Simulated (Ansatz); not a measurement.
# BiP (wurtzite): how the settings move a single-point run

How sensitive is a single-point run of BiP (wurtzite) to its settings? A reference run comes first, then one run with altered input.

Computed with Ansatz 0.2.0 (reference: DFT PBE, scalar-relativistic, plane waves, PAW, unless a step's input says otherwise).

3 further runs of the same task are left out: 2 that didn't finish, 1 set aside as unsound or not needed. Runs told in other sessions of the task aren't counted.

### Step 1. The starting structure

It takes space group P6_3mc (No. 186, hexagonal). The conventional cell has a = 4.905 Å, b = 4.905 Å, c = 6.174 Å, α = 90.00°, β = 90.00°, γ = 120.00°. Bi (site symmetry 3m) is surrounded by 4 P at 2.71 to 2.86 Å. P (site symmetry 3m) is surrounded by 4 Bi at 2.71 to 2.86 Å.

Coordinates:

```cif
data_structure
_symmetry_space_group_name_H-M 'P6_3mc'
_symmetry_Int_Tables_number 186
_cell_length_a 4.9048
_cell_length_b 4.9048
_cell_length_c 6.1737
_cell_angle_alpha 90.000
_cell_angle_beta 90.000
_cell_angle_gamma 120.000
_cell_volume 128.62
loop_
_atom_site_label
_atom_site_type_symbol
_atom_site_symmetry_multiplicity
_atom_site_Wyckoff_symbol
_atom_site_fract_x
_atom_site_fract_y
_atom_site_fract_z
_atom_site_occupancy
Bi1 Bi 2 b 0.66667 0.33333 0.03177 1
P1 P 2 b 0.66667 0.33333 0.59343 1
```

### Step 2. The reference run

Input file input.yaml:

```yaml
crystal:
  lattice:
    - [4.9048130777, 0.0, 0.0]
    - [-2.4524065388, 4.2476927261, 0.0]
    - [0.0, 0.0, 6.1737119889]
  atoms:
    - { symbol: Bi, position: [0.6666666667, 0.3333333333, 0.0317686379] }
    - { symbol: Bi, position: [0.3333333333, 0.6666666667, 0.5317686379] }
    - { symbol: P, position: [0.6666666667, 0.3333333333, 0.5934313621] }
    - { symbol: P, position: [0.3333333333, 0.6666666667, 0.0934313621] }
basis:
  ecutwfc: 420
  ecutrho_ratio: 4
kpoints:
  mp_grid: { grid: [8, 8, 6] }
  band_path:
    path:
      - [[0.0, 0.0, 0.0], [0.5, 0.0, 0.0], [0.33333333, 0.33333333, 0.0], [0.0, 0.0, 0.0], [0.0, 0.0, 0.5], [0.5, 0.0, 0.5], [0.33333333, 0.33333333, 0.5], [0.0, 0.0, 0.5]]
      - [[0.5, 0.0, 0.5], [0.5, 0.0, 0.0]]
      - [[0.33333333, 0.33333333, 0.5], [0.33333333, 0.33333333, 0.0]]
    npoints: 14
hamiltonian:
  xc: pbe
scf:
  occupations: { method: gaussian, width: 0.05 }
  n_extra_bands: 15
output:
  forces: true
  stress: true
  eigenvalues: true
  populations: true
  dos: { projected: true, de: 0.02, nscf_kmesh: { grid: [12, 12, 9] } }
  bader: true
  write_density: true
  write_potential: true
  elf: true
  volumetric_format: npy
```

On the command line:

```
$ ansatz run input.yaml --threads 2 --pin off --max-ram 2662MiB --backend cpu --events-out ev --progress --plain --runs-dir out
```

### Step 3. The same system, input altered

Input file input.yaml:

```yaml
crystal:
  lattice:
    - [4.904813077699, -2.886767766695e-11, 0.0]
    - [-2.452406538824, 4.247692726116, 0.0]
    - [0.0, 0.0, 6.1737119889]
  atoms:
    - { symbol: Bi, position: [0.6666666666667, 0.3333333333333, 0.0317686379] }
    - { symbol: Bi, position: [0.3333333333333, 0.6666666666667, 0.5317686379] }
    - { symbol: P, position: [0.6666666666667, 0.3333333333333, 0.5934313621] }
    - { symbol: P, position: [0.3333333333333, 0.6666666666667, 0.0934313621] }
basis:
  ecutwfc: 420
  ecutrho_ratio: 4
kpoints:
  mp_grid: { grid: [8, 8, 6] }
hamiltonian:
  xc: pbe
  pseudopotentials: { kind: paw, source: jth }
scf:
  occupations: { method: gaussian, width: 0.05 }
  lower_state_search: full
output:
  forces: true
  stress: true
magnetization:
  noncollinear: true
  spin_orbit: true
```

(Steps that only read results are left out.)

Q: Predict the outcome of this session. Wanted: for each run, ending; energy change.

The runs gave:

```tsv
run	ending	energy change	cycles	time
reference	converged	-	7	50 s
1: pseudopotentials.kind paw, pseudopotentials.source jth, lower_state_search full, noncollinear true, spin_orbit true	refused	-	-	0.02 s
```

Times don't compare one to one where runs were asked for different outputs or read a saved state (see the inputs); cycles may leave out searches for a lower state.

Residual by cycle in the longest SCF loop of each run; runs are numbered as in the table. The quantity is the density residual dr2, in eV.

```tsv
cycle	reference
1	0.0128
2	0.00234
3	3.9e-4
4	3.6e-5
5	6.1e-6
6	3.8e-7
7	2.5e-8
```

**Reading.** With the changed potentials, search for lower states and spin-orbit coupling the run ends refused. The gap of the reference lacks spin-orbit coupling, though the cell holds Bi. 1 of the 1 altered inputs did not end normally.
